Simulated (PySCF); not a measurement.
**[BiF4]−: other functionals and bases at one geometry**

The task here is to estimate one member of a computed series from the others.

The runs use PySCF 2.14.0; several levels, as the steps say, no spin–orbit coupling.

1 further run of the same task is left out (for a known fault of the program).

### Where the work starts

5 atoms, charge -1, spin multiplicity 1.

Bond lengths: Bi1–F2 2.142 Å, Bi1–F3 2.142 Å, Bi1–F4 2.142 Å, Bi1–F5 2.142 Å. Angles: F2–Bi1–F3 109.5°, F2–Bi1–F4 109.5°, F2–Bi1–F5 109.5°, F3–Bi1–F4 109.5°, F3–Bi1–F5 109.5°, F4–Bi1–F5 109.5°.

As a file:

```
atom     x (Å)     y (Å)     z (Å)
 Bi1   0.00000   0.00000   0.00000
  F2   1.23648   1.23648   1.23648
  F3  -1.23648  -1.23648   1.23648
  F4   1.23648  -1.23648  -1.23648
  F5  -1.23648   1.23648  -1.23648
```

Formal oxidation states: Bi +3. An earlier session relaxed this geometry at PBE0, Bi def2-SVP with ECP60, F def2-SVP (singlet, point group Td).

At PBE0 on the finer grid: E = -613.442977 Eh, HOMO -2.23 eV, LUMO 4.49 eV, Mulliken charge on Bi1 +1.29 e, largest force component 0.007 eV/Å. 

Levels to run: TPSSh; BP86; PBE0, TZVP. Hardware: 2 threads of Intel Xeon Platinum 8488C (Sapphire Rapids), shared host.

Set-up of the first run:

The input, run.py (the lines that set the calculation):

```python
mol = gto.M(atom='''
Bi     0.00000     0.00000     0.00000
F      1.23648     1.23648     1.23648
F     -1.23648    -1.23648     1.23648
F      1.23648    -1.23648    -1.23648
F     -1.23648     1.23648    -1.23648''',
    basis={'Bi': 'def2-SVP', 'F': 'def2-SVP'},
    ecp={'Bi': 'def2-SVP'},
    charge=-1, spin=0)
mf = dft.RKS(mol, xc='TPSSH')
mf.grids.atom_grid = (75, 302)
mf = mf.density_fit()  # fitting sets: Bi def2-universal-JKFIT, F def2-universal-JKFIT
mf.conv_tol = 1e-08; mf.max_cycle = 55
mf.kernel(dm0)  # dm0: the density of the relaxed state
```

Launch:

```console
OMP_NUM_THREADS=2 python run.py
```

Among the steps run: TPSSh; BP86; PBE0, TZVP.

One of the session's tables, all rows but one given; the rest of the session is left out.

| level | HOMO (eV) | gap (eV) | charge on Bi1 (e) | largest force component (eV/Å) |
| --- | --- | --- | --- | --- |
| PBE0 (relaxed here) | -2.23 | 6.73 | 1.29 | 0.01 |
| TPSSh | -1.39 | 5.63 | 1.21 | 0.07 |
| BP86 | ? | ? | ? | ? |
| PBE0, TZVP | -3.16 | 6.98 | 1.44 | 0.08 |

Estimate the missing values for BP86.

As computed: HOMO (eV): -0.84; gap (eV): 4.72; charge on Bi1 (e): 1.06; largest force component (eV/Å): 0.21. In the column «HOMO (eV)» it is the highest.

In one basis the HOMO–LUMO gap runs from 4.72 eV (BP86) to 6.73 eV (PBE0). The largest leftover force, 0.21 eV/Å with BP86, stands at a geometry relaxed at another level. Total energies of different levels can't be compared.
